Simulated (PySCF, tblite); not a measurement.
**CH₄GeO, a cluster model of a defect: NMR shifts, core binding energies, electronic excitations and spin-spin couplings**

Aim: the NMR shifts, core binding energies, electronic excitations and spin-spin couplings of `[CH3][Ge][OH]`. It is drawn as: twofold Ge.

Computed with tblite 0.8.0 and PySCF 2.14.0; each step states its level. No surroundings beyond the atoms listed, unless a continuum is named. Atoms count from 0, parts from 1.

## 1. Starting point

7 atoms, charge 0, multiplicity 1; geometry: distance geometry start.

## 2. Relaxing the cluster with GFN2-xTB

The job: settings as JSON, then the geometry in Å.

```
{"job": {"kind": "relax", "xc": "GFN2-xTB", "basis": "xTB"}, "charge": 0, "multiplicity": 1}
Ge     0.661026     0.212388    -1.110535
C     -1.067595    -0.087442    -0.239072
O      1.973398     0.468909     0.068893
H     -1.907462     0.381396    -0.820963
H     -1.103737     0.371690     0.768203
H     -1.248814    -1.188164    -0.267361
H      2.728265    -0.163752    -0.023959
```

Level: GFN2-xTB geometry optimisation, gas phase.

The run is started by

```sh
> OMP_NUM_THREADS=1 python cluster_run.py task.json out
```

One launch serves the whole session: the jobs run in the order shown.

What it wrote:

```text
step      E/eV     max force
  0    -277.23438    2.566
  1    -277.39625    1.574
  2    -277.47489    0.738
  3    -277.52170    0.856
  4    -277.55527    0.685
  5    -277.57644    0.614
  6    -277.59724    0.467
  7    -277.61882    0.576
  8    -277.64364    0.574
  9    -277.67415    0.765
 10    -277.70468    0.514
 11    -277.72344    0.354
 12    -277.72635    0.786
 13    -277.72951    0.464
 14    -277.73556    0.176
 15    -277.73717    0.144
 16    -277.74233    0.139
 17    -277.74331    0.116
 18    -277.74479    0.063
 19    -277.74513    0.059
 20    -277.74548    0.061
 21    -277.74574    0.055
 22    -277.74594    0.034
 23    -277.74603    0.032
 24    -277.74610    0.035
 25    -277.74620    0.048
 26    -277.74637    0.065
 27    -277.74654    0.054
 28    -277.74663    0.023
 29    -277.74665    0.019
 30    -277.74667    0.018
 31    -277.74670    0.021
 32    -277.74673    0.018
 33    -277.74675    0.012
 34    -277.74676    0.010
 35    -277.74677    0.013
 36    -277.74679    0.015
 37    -277.74679    0.008
```

It took 0.57 s on 1 thread of Arm Neoverse N1, shared host.

Relaxation path: (not every step is listed)

| step | energy from step 0 (eV) | largest force (eV/Å) |
| --- | --- | --- |
| 0 | 0.0000 | 2.5662 |
| 1 | -0.1619 | 1.5745 |
| 2 | -0.2405 | 0.7384 |
| 3 | -0.2873 | 0.8552 |
| 4 | -0.3209 | 0.6848 |
| 5 | -0.3421 | 0.6137 |
| 6 | -0.3629 | 0.4668 |
| 7 | -0.3844 | 0.5754 |
| 8 | -0.4093 | 0.5737 |
| 10 | -0.4703 | 0.5130 |
| 12 | -0.4920 | 0.7861 |
| 14 | -0.5012 | 0.1765 |
| 16 | -0.5079 | 0.1389 |
| 18 | -0.5104 | 0.0620 |
| 20 | -0.5111 | 0.0609 |
| 22 | -0.5116 | 0.0346 |
| 24 | -0.5117 | 0.0350 |
| 26 | -0.5120 | 0.0644 |
| 28 | -0.5122 | 0.0225 |
| 30 | -0.5123 | 0.0175 |
| 32 | -0.5124 | 0.0177 |
| 33 | -0.5124 | 0.0125 |
| 34 | -0.5124 | 0.0105 |
| 35 | -0.5124 | 0.0136 |
| 36 | -0.5124 | 0.0146 |
| 37 | -0.5124 | 0.0079 |

Distances of close pairs at the start and the end, largest changes first:

| bond | before (Å) | after (Å) | change (Å) |
| --- | --- | --- | --- |
| Ge0–C1 | 1.959 | 2.037 | +0.078 |
| O2–H6 | 0.989 | 0.954 | -0.035 |
| C1–H3 | 1.124 | 1.090 | -0.034 |
| C1–H5 | 1.116 | 1.091 | -0.025 |
| C1–H4 | 1.108 | 1.088 | -0.020 |
| Ge0–O2 | 1.783 | 1.788 | +0.005 |

## 3. Optimising the geometry at PBE0-D3(BJ)/def2-SVP

The job: settings as JSON, then the geometry in Å.

```
{"job": {"xc": "PBE0", "basis": "def2-SVP", "d3": "d3bj", "grid": 2, "kind": "geom", "shake": 0.01}, "charge": 0, "multiplicity": 1}
Ge     0.710679     0.222096    -1.084566
C     -1.036430    -0.058698    -0.043554
O      1.707020     0.064154     0.347873
H     -1.864717     0.391701    -0.534380
H     -0.949048     0.350421     0.951470
H     -1.224329    -1.119092     0.051449
H      2.687444     0.115414     0.288861
```

What it wrote:

```text
step   0  E = -2192.00215085  max force = 0.032539
step   1  E = -2192.00486713  max force = 0.012154
step   2  E = -2192.00661432  max force = 0.005268
step   3  E = -2192.00698734  max force = 0.002635
step   4  E = -2192.00711654  max force = 0.001177
step   5  E = -2192.00712813  max force = 0.000643
step   6  E = -2192.00713554  max force = 0.000197
optimisation converged
```

It took 29 s on 1 thread of Arm Neoverse N1, shared host; peak memory 0.41 GiB.

Along the way:

| step | energy from step 0 (eV) | largest force component (eV/Å) |
| --- | --- | --- |
| 0 | 0.0000 | 1.6732 |
| 1 | -0.0739 | 0.6250 |
| 2 | -0.1215 | 0.2709 |
| 3 | -0.1316 | 0.1355 |
| 4 | -0.1351 | 0.0605 |
| 5 | -0.1354 | 0.0331 |
| 6 | -0.1356 | 0.0101 |

Close pairs (by a distance rule), those that changed most:

| bond | before (Å) | after (Å) | change (Å) |
| --- | --- | --- | --- |
| Ge0–C1 | 2.053 | 1.983 | -0.070 |
| Ge0–O2 | 1.752 | 1.797 | +0.045 |
| C1–H3 | 1.063 | 1.101 | +0.038 |
| C1–H5 | 1.081 | 1.105 | +0.024 |
| C1–H4 | 1.079 | 1.101 | +0.021 |
| O2–H6 | 0.984 | 0.964 | -0.019 |

The end geometry stands in the next job.

| at the end point | value |
| --- | --- |
| point group (found at 0.08 Å tolerance) | C1 |
| rotational constants (GHz, main isotopes) | 12.675, 7.221, 4.737 |
| dipole moment (D) | 0.64 |

## 4. Shielding tensors: PBE0/pcSseg-2

The job: settings as JSON, then the geometry in Å.

```
{"job": {"kind": "nmr", "xc": "PBE0", "basis": "pcSseg-2"}, "charge": 0, "multiplicity": 1}
Ge     0.679596    -0.333884    -1.006962
C     -0.973147     0.271079    -0.093944
O      1.661656    -0.374452     0.497301
H     -1.590886     0.910548    -0.743571
H     -0.732352     0.794806     0.843690
H     -1.573316    -0.622498     0.156236
H      2.559665    -0.680658     0.324241
```

With the program's defaults for keys left out, this is: GIAO PBE0/pcSseg-2 NMR shielding, non-relativistic, gas phase.

What it wrote:

```text
coarse grid: 27664 points
cycle   1  E = -2192.2688028705  dE = -6.075e-01  |g| = 1.285e+00  |ddm| = 1.831e+00
cycle   2  E = -2191.4596451829  dE =  8.092e-01  |g| = 2.338e+00  |ddm| = 1.486e+00
cycle   3  E = -2192.3987575879  dE = -9.391e-01  |g| = 4.921e-01  |ddm| = 1.242e+00
cycle   4  E = -2192.4453541807  dE = -4.660e-02  |g| = 1.300e-01  |ddm| = 2.898e-01
cycle   5  E = -2192.4474930166  dE = -2.139e-03  |g| = 2.563e-02  |ddm| = 8.996e-02
cycle   6  E = -2192.4476321520  dE = -1.391e-04  |g| = 5.466e-03  |ddm| = 2.348e-02
cycle   7  E = -2192.4476390232  dE = -6.871e-06  |g| = 1.557e-03  |ddm| = 4.191e-03
final grid: 56944 points
cycle   8  E = -2192.4476477025  dE =  2.929e-07  |g| = 2.104e-03  |ddm| = 2.096e-03
cycle   9  E = -2192.4476466717  dE =  1.031e-06  |g| = 3.090e-03  |ddm| = 2.681e-03
cycle  10  E = -2192.4476484775  dE = -1.806e-06  |g| = 5.101e-04  |ddm| = 1.640e-03
cycle  11  E = -2192.4476485186  dE = -4.117e-08  |g| = 2.706e-05  |ddm| = 2.212e-04
cycle  12  E = -2192.4476485188  dE = -1.546e-10  |g| = 1.046e-05  |ddm| = 2.408e-05
converged SCF energy = -2192.4476485188

GIAO shielding tensors (ppm)
atom      isotropic    diamagn.    paramagn.     s11        s22        s33       span
  0 Ge     340.791    2756.481   -2415.689  -1220.364   1064.746   1177.992   2398.356
  1 C      146.859     238.933     -92.074     93.968    151.395    195.215    101.247
  2 O       15.211     383.259    -368.048   -366.844    132.203    280.275    647.119
  3 H       29.893      28.349       1.543     27.694     28.614     33.370      5.676
  4 H       29.811      28.419       1.391     26.734     28.238     34.460      7.726
  5 H       31.227      28.343       2.884     27.750     30.008     35.923      8.173
  6 H       23.527      31.702      -8.175     19.667     22.681     28.234      8.567
```

It took 24 s on 1 thread of Arm Neoverse N1, shared host; peak memory 0.79 GiB.

Shifts follow as δ = σ(reference) − σ, with reference shieldings (ppm) from runs at the same level and on the same kind of geometry: 1H TMS 31.25, 13C TMS 184.1, 17O H2O 328.2, 73Ge GeMe4 1337. The references are single molecules in the gas phase, so shifts against H2O, NH3, PH3, H3PO4 or CFCl3 are not on the usual liquid scales and can be off by tens of ppm.

| atoms | environment | σ (ppm) | δ (ppm) |
| --- | --- | --- | --- |
| C1 | carbon bonded to Ge, 3 H | 146.9 | 37.3 |
| H6 | hydrogen on an oxygen bonded to Ge | 23.53 | 7.72 |
| H4 | hydrogen on a carbon bonded to Ge | 29.81 | 1.43 |
| H3 | hydrogen on a carbon bonded to Ge | 29.89 | 1.35 |
| H5 | hydrogen on a carbon bonded to Ge | 31.23 | 0.02 |
| Ge0 | germanium bonded to C, O | 341 | 996 |
| O2 | oxygen bonded to Ge, H | 15.2 | 312.9 |

The run also stored atomic charges by several schemes (e):

| atoms | Mulliken | IAO | Hirshfeld | ESP fit |
| --- | --- | --- | --- | --- |
| Ge0 | 0.36 | 0.62 | 0.31 | -0.03 |
| C1 | -0.18 | -0.71 | -0.24 | 0.51 |
| O2 | -0.48 | -0.74 | -0.33 | -0.48 |

Mayer bond orders: Ge0–C1 0.97, Ge0–O2 1.01.

## 5. Core-electron binding energies: SCAN, X2C

Same as in step 4 but for these lines:

```diff
@@ -1,2 +1,2 @@
-{"job": {"kind": "nmr", "xc": "PBE0", "basis": "pcSseg-2"}, "charge": 0, "multiplicity": 1}
+{"job": {"kind": "xps", "holes": 5}, "charge": 0, "multiplicity": 1}
 Ge     0.679596    -0.333884    -1.006962
```

Level: delta-SCF UKS SCAN, pcX-2 on the ionised atom, pcseg-1 elsewhere, spin-free X2C.

What it wrote:

```text
ground state, core basis on atom 1 (C), 106 functions
  cycle   1  E = -2209.56859122  |g| = 8.11e-01
  cycle   2  E = -2208.27056335  |g| = 2.36e+00
  cycle   3  E = -2209.67082337  |g| = 3.75e-01
  cycle   4  E = -2209.70703017  |g| = 1.39e-01
  cycle   5  E = -2209.71179990  |g| = 2.95e-02
  cycle   6  E = -2209.71211793  |g| = 6.89e-03
  cycle   7  E = -2209.71212855  |g| = 1.31e-03
  cycle   8  E = -2209.71212832  |g| = 2.40e-04
  E(ground) = -2209.84820165 Eh
hole in C 1s of atom 1
  cycle   1  E = -2198.48837449  |g| = 1.50e+00
  cycle   2  E = -2197.84821365  |g| = 1.78e+00
  cycle   3  E = -2199.00352822  |g| = 3.74e-01
  cycle   4  E = -2198.96050706  |g| = 4.83e-01
  cycle   5  E = -2199.06110310  |g| = 6.75e-02
  cycle   6  E = -2199.06312719  |g| = 9.49e-03
  cycle   7  E = -2199.06317397  |g| = 3.36e-03
  cycle   8  E = -2199.06318493  |g| = 1.02e-03
  cycle   9  E = -2199.06318653  |g| = 5.20e-04
  cycle  10  E = -2199.06318609  |g| = 1.71e-04
  E(ion) = -2199.19859654 Eh   <S^2> = 0.7688   hole on atom = 1.000   binding energy = 289.791 eV
ground state, core basis on atom 2 (O), 106 functions
  cycle   1  E = -2209.74306661  |g| = 1.05e-01
  cycle   2  E = -2209.73976278  |g| = 1.41e-01
  cycle   3  E = -2209.74268983  |g| = 7.04e-02
  cycle   4  E = -2209.74364547  |g| = 5.15e-03
  cycle   5  E = -2209.74365285  |g| = 1.69e-03
  cycle   6  E = -2209.74365325  |g| = 2.92e-04
  E(ground) = -2209.87642731 Eh
hole in O 1s of atom 2
  cycle   1  E = -2189.13799350  |g| = 2.23e+00
  cycle   2  E = -2188.48815088  |g| = 2.29e+00
  cycle   3  E = -2189.89801292  |g| = 4.59e-01
  cycle   4  E = -2189.94295949  |g| = 2.32e-01
  cycle   5  E = -2189.97213775  |g| = 7.81e-02
  cycle   6  E = -2189.97553624  |g| = 1.21e-02
  cycle   7  E = -2189.97562826  |g| = 3.29e-03
  cycle   8  E = -2189.97563548  |g| = 9.53e-04
  cycle   9  E = -2189.97563798  |g| = 3.55e-04
  E(ion) = -2190.11043107 Eh   <S^2> = 0.7642   hole on atom = 1.000   binding energy = 537.860 eV
```

Wall time 10 s (1 thread of Arm Neoverse N1, shared host); peak memory 0.47 GiB.

Binding energies by hole, beside the orbital energy of the ground state; the difference holds orbital relaxation and, for a density functional, its self-interaction error:

| hole | stands for | environment | ΔSCF (eV) | −ε (eV) | ⟨S²⟩ |
| --- | --- | --- | --- | --- | --- |
| C1s on C1 | C1 | carbon bonded to Ge, 3 H | 289.79 | 273.1 | 0.769 |
| O1s on O2 | O2 | oxygen bonded to Ge, H | 537.86 | 516.7 | 0.764 |

## 6. TDDFT and polarisability: CAM-B3LYP/def2-SVPD

Same as in step 5 but for these lines:

```diff
@@ -1,2 +1,2 @@
-{"job": {"kind": "xps", "holes": 5}, "charge": 0, "multiplicity": 1}
+{"job": {"kind": "uv", "xc": "CAM-B3LYP", "basis": "def2-SVPD", "nstates": 6, "ntriplets": 2, "ip": true}, "charge": 0, "multiplicity": 1}
 Ge     0.679596    -0.333884    -1.006962
```

With the program's defaults for keys left out, this is: TDDFT CAM-B3LYP/def2-SVPD, vertical, gas phase, core orbitals frozen in the response.

What it wrote:

```text
coarse grid: 27664 points
cycle   1  E = -2192.3548844535  dE = -5.818e-01  |g| = 8.158e-01  |ddm| = 2.755e+00
cycle   2  E = -2192.1135870401  dE =  2.413e-01  |g| = 1.378e+00  |ddm| = 1.572e+00
cycle   3  E = -2192.4788026106  dE = -3.652e-01  |g| = 1.314e-01  |ddm| = 9.442e-01
cycle   4  E = -2192.4820514985  dE = -3.249e-03  |g| = 4.632e-02  |ddm| = 1.551e-01
cycle   5  E = -2192.4824822282  dE = -4.307e-04  |g| = 4.781e-03  |ddm| = 5.274e-02
cycle   6  E = -2192.4824907850  dE = -8.557e-06  |g| = 9.501e-04  |ddm| = 1.095e-02
final grid: 56944 points
cycle   7  E = -2192.4824411466  dE = -5.388e-07  |g| = 6.265e-04  |ddm| = 3.761e-03
cycle   8  E = -2192.4824411691  dE = -2.257e-08  |g| = 6.986e-04  |ddm| = 1.612e-03
cycle   9  E = -2192.4824412765  dE = -1.073e-07  |g| = 1.355e-04  |ddm| = 6.165e-04
cycle  10  E = -2192.4824412811  dE = -4.622e-09  |g| = 5.605e-05  |ddm| = 2.331e-04
cycle  11  E = -2192.4824412825  dE = -1.434e-09  |g| = 1.625e-05  |ddm| = 1.626e-04
cycle  12  E = -2192.4824412826  dE = -7.458e-11  |g| = 2.134e-06  |ddm| = 4.722e-05
converged SCF energy = -2192.4824412826

Static polarisability (au): isotropic 51.761, principal 42.890 50.687 61.706

Singlet excitations
state   eV       nm        f      main configurations
  1   3.2822    377.7   0.02676   H->L 0.99
  2   5.6422    219.7   0.10073   H->L+1 0.91
  3   6.3690    194.7   0.01155   H-2->L 0.96
  4   6.4236    193.0   0.02455   H->L+2 0.94
  5   6.8112    182.0   0.10537   H-1->L 0.88
  6   6.8632    180.7   0.34320   H->L+3 0.88

Triplet excitations (Tamm-Dancoff, eV): 2.1941 4.7756
Vertical ionisation energy (delta-SCF) = 8.8480 eV
Vertical electron affinity (delta-SCF) = -0.0007 eV
```

Run time: 27 s. Hardware: 1 thread of Arm Neoverse N1, shared host; peak memory 0.52 GiB.

Frontier orbitals and where they lie:

| orbital | eV | atoms |
| --- | --- | --- |
| HOMO−3 | -12.38 | C1 40 %, O2 19 %, H4 18 % |
| HOMO−2 | -11.14 | O2 42 %, C1 23 %, Ge0 22 % |
| HOMO−1 | -10.91 | O2 80 %, Ge0 8 %, H6 6 % |
| HOMO | -7.80 | Ge0 57 %, C1 22 %, O2 15 % |
| LUMO | -0.88 | Ge0 69 %, O2 16 %, C1 10 % |
| LUMO+1 | 0.92 | Ge0 41 %, O2 35 %, H6 15 % |
| LUMO+2 | 1.38 | Ge0 48 %, C1 22 %, H3 10 % |

With each of the 6 states as a Gaussian band of 0.4 eV half-width at 1/e, the curve within the window shown has maxima at 378 nm (ε 1,100), 219 nm (ε 4,100), 181 nm (ε 19,000) L/(mol cm). Beyond the last state computed it falls off for lack of states. The curve at chosen wavelengths:

(nm, ε (L/mol/cm)): (173, 9926), (185, 16538), (196, 4824), (208, 2732), (219, 4120), (231, 2528), (242, 749), (254, 108), (265, 12), (277, 1), (289, 2), (300, 12), (312, 55), (323, 158), (335, 364), (346, 617), (358, 884), (370, 1053), (381, 1078), (393, 978), (404, 814), (416, 612), (427, 441), (439, 291), (450, 190), (462, 115)

Ground-state properties from the same run:

| property | computed |
| --- | --- |
| dipole moment (D) | 0.85 |
| polarisability (Å³) | 7.67 |
| HOMO–LUMO gap (eV) | 6.92 |
| −ε(HOMO) (eV) | 7.80 |

## 7. J couplings: B3LYP/pcSseg-1+pcJ-1

Same as in step 6 but for these lines:

```diff
@@ -1,2 +1,2 @@
-{"job": {"kind": "uv", "xc": "CAM-B3LYP", "basis": "def2-SVPD", "nstates": 6, "ntriplets": 2, "ip": true}, "charge": 0, "multiplicity": 1}
+{"job": {"kind": "j", "xc": "B3LYP", "basis": "pcJ-1"}, "charge": 0, "multiplicity": 1}
 Ge     0.679596    -0.333884    -1.006962
```

Level: B3LYP/pcJ-1 Ge:pcSseg-1 indirect spin-spin coupling, non-relativistic, gas phase.

What it wrote:

```text
coarse grid: 27664 points
cycle   1  E = -2192.3953860082  dE = -5.667e-01  |g| = 1.246e+00  |ddm| = 2.170e+00
cycle   2  E = -2191.1950897546  dE =  1.200e+00  |g| = 2.570e+00  |ddm| = 2.168e+00
cycle   3  E = -2192.5310903078  dE = -1.336e+00  |g| = 5.522e-01  |ddm| = 1.910e+00
cycle   4  E = -2192.5910052587  dE = -5.991e-02  |g| = 1.440e-01  |ddm| = 4.437e-01
cycle   5  E = -2192.5944878602  dE = -3.483e-03  |g| = 4.506e-02  |ddm| = 1.684e-01
cycle   6  E = -2192.5950159691  dE = -5.281e-04  |g| = 1.312e-02  |ddm| = 4.757e-02
cycle   7  E = -2192.5950522062  dE = -3.624e-05  |g| = 2.964e-03  |ddm| = 1.178e-02
cycle   8  E = -2192.5950537086  dE = -1.502e-06  |g| = 3.400e-04  |ddm| = 2.696e-03
final grid: 56944 points
cycle   9  E = -2192.5950031247  dE = -2.808e-08  |g| = 3.302e-04  |ddm| = 8.810e-04
cycle  10  E = -2192.5950030826  dE =  4.211e-08  |g| = 5.878e-04  |ddm| = 7.084e-04
cycle  11  E = -2192.5950031487  dE = -6.610e-08  |g| = 9.408e-05  |ddm| = 4.070e-04
cycle  12  E = -2192.5950031503  dE = -1.630e-09  |g| = 1.823e-05  |ddm| = 7.796e-05
cycle  13  E = -2192.5950031504  dE = -5.184e-11  |g| = 2.354e-06  |ddm| = 1.157e-05
converged SCF energy = -2192.5950031504

Indirect spin-spin couplings (Hz)
  i      j    bonds     total        FC       PSO       DSO        SD
  1 C    2 O    2     -4.739    -5.784     0.965     0.009     0.071
  1 C    3 H    1    134.870   131.937     1.722     0.867     0.343
  1 C    4 H    1    138.807   136.107     1.451     0.908     0.342
  1 C    5 H    1    127.810   124.632     1.924     0.906     0.348
  1 C    6 H    3      7.998     8.407     0.414    -0.851     0.028
  2 O    3 H    3     -6.866    -7.519     0.272     0.307     0.074
  2 O    4 H    3     -4.716    -4.951     0.388    -0.182     0.029
  2 O    5 H    3     -0.460    -0.569     0.100     0.108    -0.099
  2 O    6 H    1    -69.876   -57.255   -11.149    -0.553    -0.919
  3 H    4 H    2     -9.974   -11.157     3.107    -2.102     0.178
  3 H    5 H    2    -15.793   -17.116     2.921    -1.855     0.256
  3 H    6 H    4      0.653     1.800     1.853    -3.026     0.026
  4 H    5 H    2    -14.710   -15.997     2.868    -1.806     0.225
  4 H    6 H    4     -0.380     0.007     2.037    -2.372    -0.052
  5 H    6 H    4     -1.685    -0.836     1.758    -2.583    -0.025
```

Run time: 19 s. Hardware: 1 thread of Arm Neoverse N1, shared host; peak memory 0.6 GiB.

Couplings of 1 Hz or more, nine at most for each number of bonds (isotopes 13C, 1H, 17O):

| pair | bonds | J (Hz) | Fermi contact (Hz) | dihedral (°) |
| --- | --- | --- | --- | --- |
| C1–H4 | 1 | 138.8 | 136.1 | – |
| C1–H3 | 1 | 134.9 | 131.9 | – |
| C1–H5 | 1 | 127.8 | 124.6 | – |
| O2–H6 | 1 | -69.9 | -57.3 | – |
| H3–H5 | 2 | -15.8 | -17.1 | – |
| H4–H5 | 2 | -14.7 | -16.0 | – |
| H3–H4 | 2 | -10.0 | -11.2 | – |
| C1–O2 | 2 | -4.7 | -5.8 | – |
| C1–H6 | 3 | 8.0 | 8.4 | 178 |
| O2–H3 | 3 | -6.9 | -7.5 | 148 |
| O2–H4 | 3 | -4.7 | -5.0 | 24 |
| H5–H6 | 4 | -1.7 | -0.8 | – |

The response was solved for the nuclei of C, H, O alone, so couplings that need other nuclei can be missing.

Quadrupole couplings from the field gradients of the same density:

| atom | isotope | eQq/h (MHz) | η |
| --- | --- | --- | --- |
| Ge0 | 73Ge | -195.1 | 0.81 |
| O2 | 17O | -7.580 | 0.11 |

## 8. Results

| quantity | value |
| --- | --- |
| point group | C1 |
| rotational constants (main isotopes) | 12.67, 7.22, 4.74 GHz |
| 13C shifts against TMS (PBE0/pcSseg-2) | 37.3 ppm |
| 1H shifts against TMS (PBE0/pcSseg-2) | 7.72, 1.43, 1.35, 0.02 ppm |
| 73Ge shifts against GeMe4 (PBE0/pcSseg-2) | 996 ppm |
| 17O shifts against H2O (PBE0/pcSseg-2) | 312.9 ppm |
| C1s binding energies, SCAN/pcX-2 | C1 289.79 eV |
| O1s binding energies, SCAN/pcX-2 | O2 537.86 eV |
| lowest singlet (CAM-B3LYP/def2-SVPD) | 3.28 eV (378 nm), f = 0.027 |
| brightest single state of those computed | state 6, 6.86 eV, f = 0.343 |
| lowest triplet | 2.19 eV |
| vertical ionisation energy (ΔSCF) | 8.85 eV |
| vertical electron affinity (ΔSCF) | 0.00 eV (unbound: the value hangs on the basis) |
| largest coupling of the table (B3LYP/pcSseg-1+pcJ-1) | 1J(C,H) C1–H4, 138.8 Hz |

**Reading.** Over 6 steps the energy fell by 0.136 eV; of the close pairs, Ge0–C1 changed most, 2.053 to 1.983 Å (PBE0/def2-SVP). At PBE0/pcSseg-2: The largest span, 2398 ppm, is at Ge0, where the paramagnetic term is -2416 ppm. The first singlet state (HOMO→LUMO 0.99) lies at 3.28 eV and is weak; of the 6 states computed, the strongest absorption comes from state 6 at 6.86 eV (the last computed, so partners may be missing). The lowest triplet lies 1.09 eV below the lowest singlet (triplets in Tamm-Dancoff, singlets in full TDDFT). The orbital energy would give 7.80 eV for ionisation, ΔSCF gives 8.85 eV. Of the pairs tabulated at B3LYP/pcSseg-1+pcJ-1, C1–H4 couples most strongly (138.8 Hz; Fermi contact 136.1 Hz). Spin-orbit coupling is left out, which matters for shieldings and couplings at and beside the heavy atoms.
